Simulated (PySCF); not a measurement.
**A diatomic session: CsCl**

The task here is to estimate one member of a computed series from the others.

Computed with PySCF 2.14.0. Level: Cs def2-SVPD with ECP46, Cl def2-SVPD, scalar-relativistic core potentials.

The first run:

Settings of the job:

- atoms: Cs, Cl
- charge: 0
- basis: Cs def2-SVPD with ECP46, Cl def2-SVPD
- Hamiltonian: scalar-relativistic core potentials
- basis functions: 54
- electrons treated: 26
- masses in u: 132.9054, 34.9689
- levels: PBE0, PBE, r²SCAN, MN15, BP86, B2PLYP, CAM-B3LYP, HF, MP2, SCS-MP2, CCSD, CCSD(T)
- grid: 80 radial by 434 angular points
- occupations: held fixed by the projection of orbital angular momentum
- dissociation limit: Cs + Cl, each in its ground configuration
- starting distance in angstrom: 3.175
- values of 2S to try: 0, 2

Command:

```console
$ OMP_NUM_THREADS=1 python dia.py task.json out
```

Steps of the session up to this table: Input; First curve: PBE0; Other states along the same grid; PBE (GGA); r²SCAN (meta-GGA); MN15 (hybrid meta-GGA); BP86 (GGA); B2PLYP (double hybrid); CAM-B3LYP; RHF; MP2 and coupled cluster.

One table of the session follows, with a row left open; its other results are not shown here.

Energy (eV) from each level's lowest point:

```
R (Å)    RHF  RHF-MP2  RHF-SCS-MP2  RHF-CCSD  RHF-CCSD(T)
2.579  0.864    0.799        0.820       n/a          n/a
2.699  0.421    0.377        0.391     0.388        0.388
2.819  0.166    0.138        0.147     0.144        0.145
2.909  0.061    0.043        0.049     0.047        0.048
2.999  0.011    0.002        0.005     0.004        0.004
3.089  0.000    0.000        0.000     0.000        0.000
3.209  0.030    0.040        0.037     0.039        0.038
3.359      ?        ?            ?         ?            ?
3.539  0.253    0.288        0.278     0.285        0.283
3.779  0.466    0.516        0.503       n/a          n/a
```

**Question.** Estimate the row for R (Å) = 3.359.

Worked estimate for «RHF». A straight line through the neighbours (3.209, 0.030) and (3.539, 0.253) gives 0.030 + (0.253 − 0.030) × (3.359 − 3.209) / (3.539 − 3.209) = 0.131; a parabola fitted to 4 rows on both sides gives 0.120.

As computed: RHF: 0.114; RHF-MP2: 0.136; RHF-SCS-MP2: 0.130; RHF-CCSD: 0.133; RHF-CCSD(T): 0.132. In «RHF» the line misses by +0.017 and the parabola by +0.006.
